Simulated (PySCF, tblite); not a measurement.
# C₉H₈O: vibronic structure

Aim: compute the vibronic structure of C₉H₈O (`C=Cc1cccccc1=O`).

Computed with tblite 0.8.0 and PySCF 2.14.0 and routines of our own; the level stands in each step. Atoms count from 0.

## 1. The system as given

18 atoms, charge 0, multiplicity 1; geometry from: force field or distance geometry start.

## 2. Optimising the geometry with GFN2-xTB

The job: settings as JSON, then the geometry in Å.

```
{"job": {"kind": "relax", "xc": "GFN2-xTB", "basis": "xTB"}, "charge": 0, "multiplicity": 1}
C      3.096100     0.614300    -0.199700
C      2.189500    -0.262600     0.256900
C      0.757400    -0.122100     0.200200
C      0.128200     1.044700     0.473000
C     -1.176700     1.335300     0.439600
C     -2.255200     0.640900     0.034900
C     -2.387300    -0.599500    -0.437700
C     -1.446400    -1.539600    -0.568700
C     -0.006000    -1.420000    -0.107700
O      0.549700    -2.485500     0.067100
H      2.790200     1.542200    -0.681900
H      4.147400     0.410900    -0.117000
H      2.555100    -1.192000     0.720500
H      0.775000     1.862800     0.793300
H     -1.406600     2.370600     0.745800
H     -3.190500     1.206400     0.095200
H     -3.394200    -0.886200    -0.739800
H     -1.734700    -2.514100    -0.985500
```

The run is started by

```
$ OMP_NUM_THREADS=1 python excited_run.py task.json out
```

One launch serves the whole session: the jobs run in the order shown.

Standard output:

```text
step      E/eV     max force
  0    -742.68534    3.674
  1    -743.00493    1.715
  2    -743.10089    0.839
  3    -743.15397    0.712
  4    -743.19664    0.673
  5    -743.23733    0.507
  6    -743.25652    0.407
  7    -743.27422    0.378
  8    -743.28586    0.278
  9    -743.29292    0.183
 10    -743.29596    0.163
 11    -743.29839    0.146
 12    -743.30146    0.129
 13    -743.30442    0.145
 14    -743.30667    0.129
 15    -743.30830    0.078
 16    -743.30964    0.086
 17    -743.31078    0.096
 18    -743.31164    0.089
 19    -743.31234    0.058
 20    -743.31288    0.054
 21    -743.31324    0.053
 22    -743.31351    0.050
 23    -743.31382    0.044
 24    -743.31417    0.048
 25    -743.31446    0.031
 26    -743.31465    0.029
 27    -743.31484    0.032
 28    -743.31511    0.050
 29    -743.31550    0.055
 30    -743.31590    0.051
 31    -743.31627    0.058
 32    -743.31664    0.059
 33    -743.31711    0.069
 34    -743.31771    0.067
 35    -743.31835    0.061
 36    -743.31897    0.067
 37    -743.31966    0.087
 38    -743.32049    0.103
 39    -743.32131    0.084
 40    -743.32187    0.047
 41    -743.32217    0.037
 42    -743.32234    0.029
 43    -743.32247    0.029
 44    -743.32257    0.025
 45    -743.32267    0.027
 46    -743.32278    0.029
 47    -743.32291    0.031
 48    -743.32305    0.031
 49    -743.32319    0.027
 50    -743.32331    0.032
 51    -743.32345    0.032
 52    -743.32360    0.031
 53    -743.32375    0.028
 54    -743.32389    0.031
 55    -743.32401    0.022
 56    -743.32408    0.017
 57    -743.32411    0.018
 58    -743.32413    0.016
 59    -743.32415    0.011
 60    -743.32417    0.009
```

Wall time 0.42 s (1 thread of Arm Neoverse V1, shared host); peak memory 0.18 GiB.

The steps of the relaxation: (not every step is listed)

| step | energy from step 0 (eV) | largest force (eV/Å) |
| --- | --- | --- |
| 0 | 0.0000 | 3.6740 |
| 1 | -0.3196 | 1.7153 |
| 2 | -0.4156 | 0.8386 |
| 3 | -0.4686 | 0.7123 |
| 4 | -0.5113 | 0.6731 |
| 5 | -0.5520 | 0.5068 |
| 6 | -0.5712 | 0.4071 |
| 7 | -0.5889 | 0.3783 |
| 8 | -0.6005 | 0.2779 |
| 12 | -0.6161 | 0.1290 |
| 16 | -0.6243 | 0.0860 |
| 20 | -0.6275 | 0.0538 |
| 24 | -0.6288 | 0.0481 |
| 28 | -0.6298 | 0.0495 |
| 32 | -0.6313 | 0.0590 |
| 36 | -0.6336 | 0.0675 |
| 40 | -0.6365 | 0.0472 |
| 44 | -0.6372 | 0.0252 |
| 48 | -0.6377 | 0.0307 |
| 52 | -0.6383 | 0.0309 |
| 55 | -0.6387 | 0.0223 |
| 56 | -0.6387 | 0.0170 |
| 57 | -0.6388 | 0.0183 |
| 58 | -0.6388 | 0.0158 |
| 59 | -0.6388 | 0.0107 |
| 60 | -0.6388 | 0.0093 |

Distances of close pairs at the start and the end, largest changes first:

```csv
bond,before (Å),after (Å),change (Å)
C5–C6,1.334,1.417,+0.083
C3–C4,1.337,1.413,+0.076
C7–C8,1.517,1.458,-0.059
C2–C8,1.537,1.480,-0.057
C4–H14,1.104,1.083,-0.021
C1–H12,1.101,1.082,-0.019
C1–C2,1.440,1.459,+0.019
C6–C7,1.337,1.352,+0.015
```

The end geometry stands in the next job.

## 3. Harmonic vibrations with GFN2-xTB

The job: settings as JSON, then the geometry in Å.

```
{"job": {"kind": "ir", "xc": "GFN2-xTB", "basis": "xTB"}, "charge": 0, "multiplicity": 1}
C      3.037938     0.631811    -0.120097
C      2.160563    -0.325742     0.161420
C      0.708192    -0.188661     0.169257
C      0.138986     1.030254     0.397084
C     -1.216066     1.428651     0.435666
C     -2.313889     0.728844     0.043926
C     -2.352495    -0.594726    -0.459657
C     -1.368677    -1.521340    -0.479619
C      0.007989    -1.481725    -0.000933
O      0.600832    -2.536802     0.186009
H      2.744651     1.638306    -0.371225
H      4.095949     0.434615    -0.124530
H      2.504222    -1.333245     0.356068
H      0.835181     1.830527     0.619936
H     -1.382234     2.443177     0.776782
H     -3.268610     1.236370     0.093274
H     -3.318543    -0.907721    -0.839371
H     -1.622746    -2.506277    -0.855645
```

Standard output:

```text
mode    cm-1     km/mol
  1      35.3      5.42
  2      80.2      1.12
  3     134.1      0.54
  4     223.9      1.82
  5     291.6      2.20
  6     297.0      2.80
  7     339.0      3.13
  8     397.1      0.80
  9     451.7      0.55
 10     518.2      3.56
 11     556.5      6.23
 12     567.0      1.54
 13     675.4      1.35
 14     717.5      4.52
 15     735.4      1.48
 16     771.7     40.45
 17     835.1      3.76
 18     849.0      2.42
 19     893.5      7.75
 20     909.6      9.33
 21     933.7      0.15
 22     948.4      0.80
 23     980.1      4.49
 24    1014.6     21.49
 25    1033.9      0.68
 26    1040.8     10.73
 27    1178.3      5.26
 28    1209.8      6.80
 29    1267.9      1.42
 30    1276.9      0.72
 31    1282.7      1.80
 32    1360.4      1.52
 33    1371.5      1.17
 34    1411.5      1.60
 35    1438.1      3.01
 36    1503.1     86.26
 37    1599.0     15.35
 38    1626.2     11.63
 39    1645.4    376.28
 40    1662.0      5.57
 41    3036.7     12.77
 42    3042.9      6.42
 43    3052.1      1.10
 44    3054.8     46.81
 45    3068.6     39.11
 46    3069.1      4.20
 47    3098.1     20.51
 48    3129.7     25.73
```

It took 0.66 s on 1 thread of Arm Neoverse V1, shared host; peak memory 0.18 GiB.

The strongest bands and the atoms that carry them (share of the mass-weighted mode):

```csv
cm⁻¹,km/mol,atoms
772,40.5,"C8 27 %, H15 20 %, H14 17 %"
1015,21.5,"H12 56 %, H10 32 %"
1503,86.3,"C4 26 %, C3 19 %, C5 19 %, C2 12 %"
1645,376.3,"C8 56 %, O9 32 %"
3055,46.8,"H14 34 %, H17 30 %, H13 13 %, H16 10 %"
3069,39.1,"H15 62 %, H14 20 %"
3098,20.5,"H10 77 %, H11 15 %"
3130,25.7,"H11 78 %, H10 12 %"
```

## 4. Vibronic structure: TDDFT PBE0/def2-SV(P)

The job, as its differences from that of step 3:

```diff
@@ -1,2 +1,2 @@
-{"job": {"kind": "ir", "xc": "GFN2-xTB", "basis": "xTB"}, "charge": 0, "multiplicity": 1}
+{"job": {"kind": "vib", "xc": "PBE0", "basis": "def2-SV(P)", "tda": false}, "charge": 0, "multiplicity": 1}
 C      3.037938     0.631811    -0.120097
```

With the program's defaults for keys left out, this is: TDDFT PBE0/def2-SV(P) vertical-gradient vibronic structure (displaced harmonic oscillators, Condon), gas phase.

Standard output:

```text
final grid: 71576 points
cycle   1  E = -421.9613353544  dE =  1.767e+00  |g| = 8.152e-01  |ddm| = 5.163e+00
cycle   2  E = -419.6535864581  dE =  2.308e+00  |g| = 2.664e+00  |ddm| = 3.337e+00
cycle   3  E = -422.0202439680  dE = -2.367e+00  |g| = 5.377e-01  |ddm| = 3.260e+00
cycle   4  E = -422.1010825467  dE = -8.084e-02  |g| = 1.921e-01  |ddm| = 8.480e-01
cycle   5  E = -422.1041165039  dE = -3.034e-03  |g| = 1.455e-01  |ddm| = 4.013e-01
cycle   6  E = -422.1104249144  dE = -6.308e-03  |g| = 1.905e-02  |ddm| = 2.043e-01
cycle   7  E = -422.1105121548  dE = -8.724e-05  |g| = 8.350e-03  |ddm| = 3.242e-02
cycle   8  E = -422.1105295418  dE = -1.739e-05  |g| = 2.919e-03  |ddm| = 1.484e-02
cycle   9  E = -422.1105316157  dE = -2.074e-06  |g| = 1.352e-03  |ddm| = 5.428e-03
cycle  10  E = -422.1105321130  dE = -4.973e-07  |g| = 5.436e-04  |ddm| = 2.288e-03
cycle  11  E = -422.1105321948  dE = -8.180e-08  |g| = 2.404e-04  |ddm| = 1.368e-03
cycle  12  E = -422.1105322053  dE = -1.046e-08  |g| = 1.454e-04  |ddm| = 5.924e-04
cycle  13  E = -422.1105322109  dE = -5.615e-09  |g| = 2.993e-05  |ddm| = 2.654e-04
cycle  14  E = -422.1105322110  dE = -1.701e-10  |g| = 1.590e-05  |ddm| = 5.288e-05
converged SCF energy = -422.1105322110

Singlet excitations (eV, f): 3.421 (0.0428)  3.583 (0.1634)  3.858 (0.0021)  4.304 (0.0255)  4.970 (0.2002)  5.669 (0.1156)

State S1  3.4210 eV  f = 0.04279  H-1->L 0.70, H->L 0.28
  relaxed dipole 1.328 D, largest gradient of the excitation energy 0.0659 Eh/bohr
  mode    cm-1        S   lambda/meV  Raman
   36   1503.1    1.6988     316.6   1.000
    3    134.1    2.3858      39.7   0.011
   15    735.4    0.3328      30.3   0.047
   20    909.6    0.2293      25.9   0.049
   39   1645.4    0.1257      25.6   0.089
   35   1438.1    0.0447       8.0   0.024
   33   1371.5    0.0465       7.9   0.023
    6    297.0    0.1834       6.8   0.004
   24   1014.6    0.0357       4.5   0.010
    4    223.9    0.1466       4.1   0.002
   11    556.5    0.0544       3.8   0.004
   10    518.2    0.0547       3.5   0.004
  reorganisation energy 0.4975 eV, total S 5.583, 0-0 2.9235 eV
  absorption maximum 3.345 eV, width 0.634 eV

State S2  3.5829 eV  f = 0.16340  H->L 0.69, H-1->L 0.28
  relaxed dipole 2.562 D, largest gradient of the excitation energy 0.0650 Eh/bohr
  mode    cm-1        S   lambda/meV  Raman
   36   1503.1    1.6838     313.8   1.000
    3    134.1    7.5585     125.7   0.036
    2     80.2    4.0341      40.1   0.007
   39   1645.4    0.1076      21.9   0.077
    8    397.1    0.2766      13.6   0.011
   12    567.0    0.1292       9.1   0.011
   20    909.6    0.0572       6.4   0.012
   34   1411.5    0.0272       4.8   0.014
   35   1438.1    0.0218       3.9   0.012
   28   1209.8    0.0239       3.6   0.009
    7    339.0    0.0733       3.1   0.002
   29   1267.9    0.0167       2.6   0.007
  reorganisation energy 0.5710 eV, total S 14.253, 0-0 3.0118 eV

State S5  4.9703 eV  f = 0.20016  H-2->L 0.52, H->L+1 0.28
  relaxed dipole 4.119 D, largest gradient of the excitation energy 0.0507 Eh/bohr
  mode    cm-1        S   lambda/meV  Raman
   40   1662.0    0.2542      52.4   1.000
   36   1503.1    0.1885      35.1   0.607
   37   1599.0    0.1399      27.7   0.509
   39   1645.4    0.1250      25.5   0.482
   32   1360.4    0.0779      13.1   0.205
    5    291.6    0.3378      12.2   0.041
   26   1040.8    0.0729       9.4   0.112
   28   1209.8    0.0564       8.5   0.118
    6    297.0    0.2074       7.6   0.026
   33   1371.5    0.0362       6.2   0.097
    7    339.0    0.1246       5.2   0.020
   35   1438.1    0.0258       4.6   0.076
  reorganisation energy 0.2498 eV, total S 2.454, 0-0 4.7204 eV
  absorption maximum 4.934 eV, width 0.444 eV

State T1  2.0817 eV  f = 0.00000  H->L 0.95
  relaxed dipole 2.995 D, largest gradient of the excitation energy 0.0855 Eh/bohr
  mode    cm-1        S   lambda/meV  Raman
   36   1503.1    1.9583     364.9   1.000
    2     80.2   15.7352     156.4   0.023
    3    134.1    5.3743      89.4   0.022
   20    909.6    0.1354      15.3   0.025
    6    297.0    0.3927      14.5   0.008
   34   1411.5    0.0532       9.3   0.024
   37   1599.0    0.0439       8.7   0.025
    8    397.1    0.1734       8.5   0.006
   24   1014.6    0.0489       6.2   0.011
   35   1438.1    0.0299       5.3   0.014
   40   1662.0    0.0255       5.2   0.016
   26   1040.8    0.0260       3.3   0.006
  reorganisation energy 0.7194 eV, total S 24.315, 0-0 1.3622 eV
```

Run time: 45 s. Hardware: 1 thread of Arm Neoverse V1, shared host; peak memory 0.93 GiB.

## 5. Results

| quantity | value |
| --- | --- |
| strongest single infrared mode (GFN2-xTB) | 1645 cm⁻¹, 376 km/mol |
| zero-point energy (GFN2-xTB) | 86.7 kcal/mol |
| S1: vertical, reorganisation, 0-0, total S (step 4, TDDFT PBE0/def2-SV(P), modes from GFN2-xTB) | 3.42, 0.50, 2.92 eV; 5.6 |
| S2: vertical, reorganisation, 0-0, total S (step 4, TDDFT PBE0/def2-SV(P), modes from GFN2-xTB) | 3.58, 0.57, 3.01 eV; 14.3 |
| S5: vertical, reorganisation, 0-0, total S (step 4, TDDFT PBE0/def2-SV(P), modes from GFN2-xTB) | 4.97, 0.25, 4.72 eV; 2.5 |

**Reading.** All 48 modes are real, so the xTB geometry is a minimum. The strongest single mode, at 1645 cm⁻¹, moves mainly C8 and O9. GFN2-xTB is a fitted tight-binding method: band positions and strengths are rough. Its intensities can rank the bands wrongly. In step 4 the harmonic model is doubtful. The vibronic model keeps the ground-state modes (from xTB) and shifts them along the gradient alone, so it can miss much of the relaxation that a full optimisation finds.
